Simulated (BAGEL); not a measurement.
# AlNH3OF (SMILES [NH2][Al]([OH])[F]) at B3LYP/cc-pVDZ (density fitting with qzvpp-jkfit)

Aim: the energy change on altering one bond length of AlNH3OF at B3LYP/cc-pVDZ (density fitting with qzvpp-jkfit), from 2 runs. 

The calculation is run with BAGEL 1.2.2.

### 1 Starting point

AlNH3OF has 7 atoms, charge 0, and is taken as a singlet. SMILES: `[NH2][Al]([OH])[F]`. The coordinates come from a PBE0-D4/def2-TZVP relaxation. This is one conformer, not always the lowest.

Bond lengths: N1–Al2 1.755 Å, Al2–O3 1.685 Å, Al2–F4 1.644 Å, N1–H5 1.006 Å, N1–H6 1.006 Å, O3–H7 0.954 Å. Angles: N1–Al2–O3 124.9°, N1–Al2–F4 118.1°, O3–Al2–F4 117.0°, Al2–N1–H5 123.7°, Al2–N1–H6 125.7°, Al2–O3–H7 124.9°, H5–N1–H6 110.6°.

### 2 A single-point energy at B3LYP/cc-pVDZ (density fitting with qzvpp-jkfit)

job.json reads:

```json
{ "bagel" : [

{
  "title" : "molecule",
  "basis" : "cc-pvdz.json",
  "df_basis" : "qzvpp-jkfit",
  "angstrom" : true,
  "geometry" : [
    { "atom" : "N", "xyz" : [      -0.569800,       0.926800,      -0.530800 ] },
    { "atom" : "Al", "xyz" : [      -0.133300,      -0.630000,       0.151800 ] },
    { "atom" : "O", "xyz" : [       1.368400,      -1.004200,       0.819000 ] },
    { "atom" : "F", "xyz" : [      -1.265600,      -1.822100,       0.146500 ] },
    { "atom" : "H", "xyz" : [      -1.473200,       1.130200,      -0.925100 ] },
    { "atom" : "H", "xyz" : [       0.029600,       1.732300,      -0.586700 ] },
    { "atom" : "H", "xyz" : [       2.105200,      -0.401000,       0.879500 ] }
  ]
},

{
  "title" : "ks",
  "xc_func" : "b3lyp"
},

{
  "title" : "print",
  "file" : "orbitals.molden",
  "orbitals" : true
}

]}
```

The basis set cc-pVDZ is read from a file made from the Basis Set Exchange's data (not shown).

Command:

```sh
$ BAGEL_NUM_THREADS=1 BAGEL job.json > job.out
```

Output:

```text
* using 1 threads per process

  ===============================================================
  ===============================================================

  *** Geometry ***

  { "atom" : "N", "xyz" : [     -1.076766,      1.751398,     -1.003067 ] },
  { "atom" : "Al", "xyz" : [     -0.251900,     -1.190527,      0.286860 ] },
  { "atom" : "O", "xyz" : [      2.585901,     -1.897663,      1.547686 ] },
  { "atom" : "F", "xyz" : [     -2.391637,     -3.443270,      0.276845 ] },
  { "atom" : "H", "xyz" : [     -2.783945,      2.135768,     -1.748186 ] },
  { "atom" : "H", "xyz" : [      0.055936,      3.273573,     -1.108702 ] },
  { "atom" : "H", "xyz" : [      3.978251,     -0.757780,      1.662014 ] },

  Number of auxiliary basis functions:      413

  Since a DF basis is specified, we compute 2- and 3-index integrals:
    o Being stored without compression. Storage requirement is 0.019 GB

  Number of basis functions:       75
  Number of electrons      :       40

    * METHOD: MOLECULE                             0.14

  *** Kohn-Sham DFT ***

    * Removing 11774 points whose weight is below 1.00e-10
    * Grid points: 92568

  === Nuclear Repulsion ===
   160.6811355215

       - DIIS with orbital gradients will be used.

  === KS iteration (b3lyp / cc-pvdz.json) ===
      0       -448.22564933          0.11032497           0.25
      1       -382.00645115          0.19091757           0.24
      2       -433.86591766          0.13014240           0.24
      3       -460.50105029          0.14102970           0.24
      4       -472.08952383          0.04052085           0.24
      5       -473.55519303          0.03849171           0.24
      6       -474.02472265          0.02007358           0.24
      7       -473.97230570          0.02430110           0.25
      8       -474.09537529          0.01719016           0.24
      9       -474.22531737          0.00434653           0.24
     10       -474.23415006          0.00140479           0.24
     11       -474.23502336          0.00013983           0.24
     12       -474.23502971          0.00003319           0.24
     13       -474.23502986          0.00002070           0.24
     14       -474.23503013          0.00000368           0.24
     15       -474.23503014          0.00000194           0.23
     16       -474.23503014          0.00000077           0.24
     17       -474.23503014          0.00000014           0.24
     18       -474.23503014          0.00000003           0.24
     19       -474.23503014          0.00000001           0.24
    * SCF iteration converged.

    * Permanent dipole moment:
           (   -0.472711,    -1.291388,     0.266627) a.u.

    * METHOD: KS                                   5.21

    * METHOD: PRINT                                0.01

  ===============================================================
```

Run time: 5.7 s. Hardware: 1 thread of Arm Neoverse V2, shared host; peak memory 0.34 GiB.

### 3 The distorted shape, same level

input.json reads:

```json
{ "bagel" : [

{
  "title" : "molecule",
  "basis" : "cc-pvdz.json",
  "df_basis" : "qzvpp-jkfit",
  "angstrom" : "true",
  "geometry" : [
    { "atom" : "N", "xyz" : [   -0.230108,    1.284432,   -0.529210 ] },
    { "atom" : "Al", "xyz" : [    0.206392,   -0.272368,    0.153390 ] },
    { "atom" : "O", "xyz" : [    1.708092,   -0.646568,    0.820590 ] },
    { "atom" : "F", "xyz" : [   -1.265600,   -1.822100,    0.146500 ] },
    { "atom" : "H", "xyz" : [   -1.133508,    1.487832,   -0.923510 ] },
    { "atom" : "H", "xyz" : [    0.369292,    2.089932,   -0.585110 ] },
    { "atom" : "H", "xyz" : [    2.444892,   -0.043368,    0.881090 ] }
  ]
},
{ "title" : "ks", "xc_func" : "b3lyp" },
{ "title" : "print", "file" : "orbitals.molden", "orbitals" : "true" }

]}
```

The basis set cc-pVDZ is read from a file made from the Basis Set Exchange's data (not shown).

Command:

```sh
$ BAGEL_NUM_THREADS=1 BAGEL input.json > input.out
```

Output:

```text
* using 1 threads per process

  ===============================================================
  ===============================================================

  *** Geometry ***

  { "atom" : "N", "xyz" : [     -0.434841,      2.427225,     -1.000062 ] },
  { "atom" : "Al", "xyz" : [      0.390024,     -0.514701,      0.289865 ] },
  { "atom" : "O", "xyz" : [      3.227826,     -1.221836,      1.550690 ] },
  { "atom" : "F", "xyz" : [     -2.391637,     -3.443270,      0.276845 ] },
  { "atom" : "H", "xyz" : [     -2.142020,      2.811595,     -1.745181 ] },
  { "atom" : "H", "xyz" : [      0.697861,      3.949399,     -1.105698 ] },
  { "atom" : "H", "xyz" : [      4.620176,     -0.081954,      1.665019 ] },

  Number of auxiliary basis functions:      413

  Since a DF basis is specified, we compute 2- and 3-index integrals:
    o Being stored without compression. Storage requirement is 0.019 GB

  Number of basis functions:       75
  Number of electrons      :       40

    * METHOD: MOLECULE                             0.14

  *** Kohn-Sham DFT ***

    * Removing 11286 points whose weight is below 1.00e-10
    * Grid points: 93056

  === Nuclear Repulsion ===
   148.3534621669

       - DIIS with orbital gradients will be used.

  === KS iteration (b3lyp / cc-pvdz.json) ===
      0       -452.34707295          0.10072908           0.26
      1       -415.36349819          0.17529695           0.24
      2       -432.75660942          0.09810411           0.24
      3       -427.09021034          0.16622588           0.24
      4       -453.55503475          0.12436151           0.24
      5       -458.73365165          0.12489966           0.24
      6       -459.23172379          0.12764019           0.23
      7       -449.29554893          0.14224586           0.24
      8       -432.69843907          0.08107755           0.24
      9       -435.55524079          0.14605876           0.23
     10       -439.21142920          0.13418872           0.24
     11       -438.47502165          0.13604944           0.24
     12       -438.68231733          0.12870622           0.24
     13       -428.34280733          0.15962103           0.24
     14       -364.47130274          0.16779306           0.25
     15       -443.85359714          0.15522271           0.24
     16       -473.19517107          0.03882640           0.24
     17       -472.68461797          0.05534967           0.25
     18       -474.13190190          0.00918742           0.25
     19       -474.17478004          0.00354633           0.25
     20       -474.18045592          0.00089807           0.25
     21       -474.18077999          0.00022769           0.24
     22       -474.18080485          0.00011150           0.25
     23       -474.18081266          0.00001075           0.25
     24       -474.18081271          0.00000297           0.24
     25       -474.18081271          0.00000180           0.24
     26       -474.18081271          0.00000027           0.25
     27       -474.18081271          0.00000022           0.25
     28       -474.18081271          0.00000004           0.24
     29       -474.18081271          0.00000002           0.24
     30       -474.18081271          0.00000001           0.24
    * SCF iteration converged.

    * Permanent dipole moment:
           (   -0.906839,    -1.801721,     0.282572) a.u.

    * METHOD: KS                                   7.90

    * METHOD: PRINT                                0.01

  ===============================================================
```

Wall time 8.4 s (1 thread of Arm Neoverse V2, shared host); peak memory 0.34 GiB.

### 4 Results

At B3LYP/cc-pVDZ (density fitting with qzvpp-jkfit):

| quantity | value |
| --- | --- |
| first shape: total energy | -474.23503 Eh |
| first shape: dipole moment | 3.56 D |
| first shape: HOMO energy | -7.16 eV |
| first shape: LUMO energy | -0.39 eV |
| first shape: HOMO–LUMO gap | 6.76 eV |
| distorted shape: total energy | -474.18081 Eh |
| distorted shape: dipole moment | 5.18 D |
| distorted shape: HOMO energy | -7.61 eV |
| distorted shape: LUMO energy | -1.38 eV |
| distorted shape: HOMO–LUMO gap | 6.22 eV |
| energy change with the Al2–F4 bond stretched from 1.644 to 2.137 Å | 1.475 eV |

What this shows: With the Al2–F4 bond stretched from 1.644 to 2.137 Å the energy rises by 1.48 eV (34 kcal/mol). The first shape isn't relaxed at this level, so the change isn't measured from a minimum.
